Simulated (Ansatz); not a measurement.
Predict the output of the script below (the Ansatz DFT code, driven from Python).

`energy_ch4o2si.py`:
```python
# -*- coding: utf-8 -*-
"""Electronic structure of the CH4O2Si molecule."""

from pathlib import Path
import json

import ansatz as az


def main():
    mol = (
        az.Crystal.molecule()
        .atom("C", (-0.433, 1.0007, -0.1912))
        .atom("O", (0.7867, 0.4248, -0.0754))
        .atom("Si", (0.9599, -0.7408, 1.0735))
        .atom("O", (0.5645, -2.1742, 0.4416))
        .atom("H", (-0.4191, 1.7765, -1.0266))
        .atom("H", (-0.7621, 1.5876, 0.7153))
        .atom("H", (-1.2256, 0.3167, -0.468))
        .atom("H", (0.6207, -2.2484, -0.525))
    )

    job = (
        mol.calculation()
        .basis(gaussian="6-31G*")
        .functional("r2SCAN")
        .orbitals()
    )
    result = job.run(threads=1, backend="cpu", runs_dir="out")
    report = result.report

    print(f"E = {report['free_energy_ev']:.6f} eV = {report['free_energy_ev'] / 27.211386246:.7f} Ha")
    print("converged:", report["converged"], " doubts:", report["published_state_doubts"] or "none")

    state = report["mean_field"]["state"]
    print(f"mean field: {state['energy']['hartree']:.7f} Ha, <S^2> = {abs(state['spin_squared']):.4f}, stability: {state.get('stability', {}).get('kind')}")

    lines = Path(report["orbitals_path"]).read_text().splitlines()
    field_of = lambda key: [line.split("=")[1].strip() for line in lines if line.startswith(key)]
    orbitals = [(27.211386 * float(e), s, float(n)) for e, s, n in zip(field_of("Ene="), field_of("Spin="), field_of("Occup="))]
    homo = max(e for e, _, n in orbitals if n > 0.5)
    lumo = min(e for e, _, n in orbitals if n < 0.5)
    for e, spin, n in sorted(orbitals):
        if homo - 10 < e < lumo + 5:
            print(f"{spin:6s} {e:10.3f} eV  occupation {n:.0f}")
    with open("ch4o2si.json", "w") as handle:
        json.dump({k: report[k] for k in ("free_energy_ev", "reference_energy_ev", "n_occupied", "n_virtual")}, handle, indent=1)


if __name__ == "__main__":
    main()
```

```console
$ python energy_ch4o2si.py
E = -13070.062204 eV = -480.3159268 Ha
converged: True  doubts: none
mean field: -480.3159268 Ha, <S^2> = 0.0000, stability: minimum
Alpha     -14.431 eV  occupation 2
Alpha     -13.147 eV  occupation 2
Alpha     -11.761 eV  occupation 2
Alpha     -11.562 eV  occupation 2
Alpha      -9.776 eV  occupation 2
Alpha      -9.004 eV  occupation 2
Alpha      -8.000 eV  occupation 2
Alpha      -7.240 eV  occupation 2
Alpha      -5.623 eV  occupation 2
Alpha      -1.985 eV  occupation 0
Alpha       0.877 eV  occupation 0
Alpha       1.448 eV  occupation 0
```

It writes `ch4o2si.json`:
```json
{
 "free_energy_ev": -13070.062204093168,
 "reference_energy_ev": -13070.062204093168,
 "n_occupied": [
  20,
  20
 ],
 "n_virtual": [
  52,
  52
 ]
}
```

Reading the output:
- These settings explore the input space; basis and method may be short of convergence.
- The geometry is a force-field or estimated start, not a minimum of this method, and the basis set is short of its limit.
- Alpha marks a spatial orbital of a restricted run, filled by both spins.
- Levels such as HOMO and LUMO are orbital energies: with these approximate functionals they aren't the ionisation energy and electron affinity, and their gap isn't the fundamental gap.
- Finished in 3.8 s on 1 thread of Arm Neoverse V1, on a shared host, peak memory 0.18 GiB.
